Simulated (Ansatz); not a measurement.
**Pt: strong compression**

How does Pt (fcc type) answer strong compression? The runs shown use PAW. Its runs: cell relaxed at zero pressure (PAW); volume scaled by 1 (PAW); volume scaled by 0.9 (PAW and PAW (core large)); volume scaled by 0.8 (PAW and PAW (core large)); volume scaled by 0.7 (PAW); volume scaled by 0.6 (PAW); volume scaled by 0.5 (PAW); volume scaled by 0.4 (PAW and PAW (partial_waves polarizable)).

Method: DFT PBE, with the methods named in each step, in Ansatz 0.2.0.

1 further run of the same task is left out (it didn't finish).

### Step 1. The structure to begin with

Symmetry: Fm-3m, No. 225, cubic system. Conventional cell: a = 3.972 Å, b = 3.972 Å, c = 3.972 Å, α = 90.00°, β = 90.00°, γ = 90.00°. Pt (site symmetry m-3m) has 12 Pt at 2.81 Å as nearest neighbours.

As a file:

```
Pt
1.0
     0.00000    1.98577    1.98577
     1.98577    0.00000    1.98577
     1.98577    1.98577    0.00000
Pt
1
Direct
  0.00000 0.00000 0.00000
```

Whether this phase is the stable one at these pressures isn't tested.

### Step 2. Cell relaxed at zero pressure, PAW

Input file input.yaml:

```yaml
crystal:
  lattice:
    - [0.0, 1.9857740511, 1.9857740511]
    - [1.9857740511, 0.0, 1.9857740511]
    - [1.9857740511, 1.9857740511, 0.0]
  atoms:
    - { symbol: Pt, position: [0.0, 0.0, 0.0] }
kpoints:
  mp_grid: { grid: [16, 16, 16] }
scf:
  occupations: { method: fermi_dirac, width: 0.05 }
hamiltonian:
  xc: pbe
  pseudopotentials: { kind: paw }
output:
  forces: true
  stress: true
relax:
  f_tol: 0.005
  max_steps: 40
  cell: {}
```

Launch:

```bash
ansatz run input.yaml --threads 1 --pin off --max-ram 2048MiB --backend cpu --events-out ev --progress --plain --runs-dir out
```

After this run come: Volume scaled by 1, PAW; Volume scaled by 0.9, PAW; Volume scaled by 0.9, PAW (core large); Volume scaled by 0.8, PAW; Volume scaled by 0.8, PAW (core large); Volume scaled by 0.7, PAW; Volume scaled by 0.6, PAW; Volume scaled by 0.5, PAW; Volume scaled by 0.4, PAW; Volume scaled by 0.4, PAW (partial_waves polarizable).

**Question.** What will these runs give? Wanted: PAW pressure at 0.4 of the volume; PAW; fitted bulk modulus at zero pressure.

The runs gave:

| quantity | value |
| --- | --- |
| PAW pressure at 0.4 of the volume | 2242.5 GPa |
| PAW (partial_waves polarizable) pressure at 0.4 of the volume | 2242.4 GPa |
| fitted bulk modulus at zero pressure (PAW) | 274 GPa |
| its pressure derivative | 4.70 |

**Reading.** At 0.4 of the starting volume PAW gives 2242 GPa. A third-order Birch-Murnaghan curve fits the range only roughly (B₀ = 274 GPa, B′ = 4.70, misfit at most 37.70 GPa). A fit over so wide a range leans to the high pressures, so B₀ can be off by several per cent. No all-electron run checks these rows here, and frozen cores can fail under such compression. The ions are at rest, and the electrons smeared by 0.05 eV. Spin-orbit coupling is left out, though the cell holds Pt; in elements this heavy it can shift bands and gaps by tenths of an eV.
